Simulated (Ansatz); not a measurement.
**GaH₂O₂ radical: how energies converge with the basis set**

The task here is to estimate one member of a computed series from the others.

Method: one geometry, several basis sets; program: Ansatz 0.2.0, Gaussian basis.

Levels to be run: PBE0-D4/def2-SVP; ωB97M-V/def2-SVP; PBE0-D4/def2-QZVPP; ωB97M-V/def2-QZVPP; the functionals' def2-TZVPP values are taken from earlier runs.

## Structure used throughout

All runs share one geometry, relaxed beforehand with PBE0-D4 in a triple-zeta def2 set.

SMILES `[OH][Ga][OH]`, 5 atoms, charge 0, spin multiplicity 2.

Atoms are counted from 1 here; the program's logs count them from 0.

Bond lengths: O1–Ga2 1.804 Å, O1–H4 0.960 Å, Ga2–O3 1.795 Å, O3–H5 0.963 Å. Angles: Ga2–O1–H4 114.9°, O1–Ga2–O3 114.9°, Ga2–O3–H5 111.1°.

Set-up of the first run:

Input file in.yaml:

```yaml
crystal:
  periodic: [false, false, false]
  atoms:
    - {symbol: O, position_ang: [-0.370588, 0.021627, -1.274366]}
    - {symbol: Ga, position_ang: [-0.311704, -0.753846, 0.353630]}
    - {symbol: O, position_ang: [0.618216, 0.154908, 1.591083]}
    - {symbol: H, position_ang: [-0.867432, -0.464636, -1.936469]}
    - {symbol: H, position_ang: [0.981509, 0.968245, 1.224721]}
basis:
  gaussian: {orbitals: def2-SVP}
magnetization: {spin_polarized: true, initial_magnetization: 1}
hamiltonian: {xc: pbe0, dispersion: d4}
output: {orbitals: {seedname: orbitals}}
```

Among the steps run: PBE0-D4 in def2-SVP; ωB97M-V in def2-SVP; PBE0-D4 in def2-QZVPP; ωB97M-V in def2-QZVPP.

One table of the session follows, with a row left open; its other results are not shown here.

It belongs to the step «Functionals by basis». 

```
functional       basis  HOMO (eV)  LUMO (eV)
   PBE0-D4    def2-SVP          ?          ?
   PBE0-D4  def2-TZVPP      -6.59      -3.24
   PBE0-D4  def2-QZVPP      -6.64      -3.31
   ωB97M-V    def2-SVP      -8.53      -1.44
   ωB97M-V  def2-TZVPP      -8.67      -1.52
   ωB97M-V  def2-QZVPP      -8.74      -1.66
```

Estimate the missing values for PBE0-D4, def2-SVP.

The run gave: HOMO (eV): -6.45; LUMO (eV): -3.13. In the column «HOMO (eV)» it is the highest.
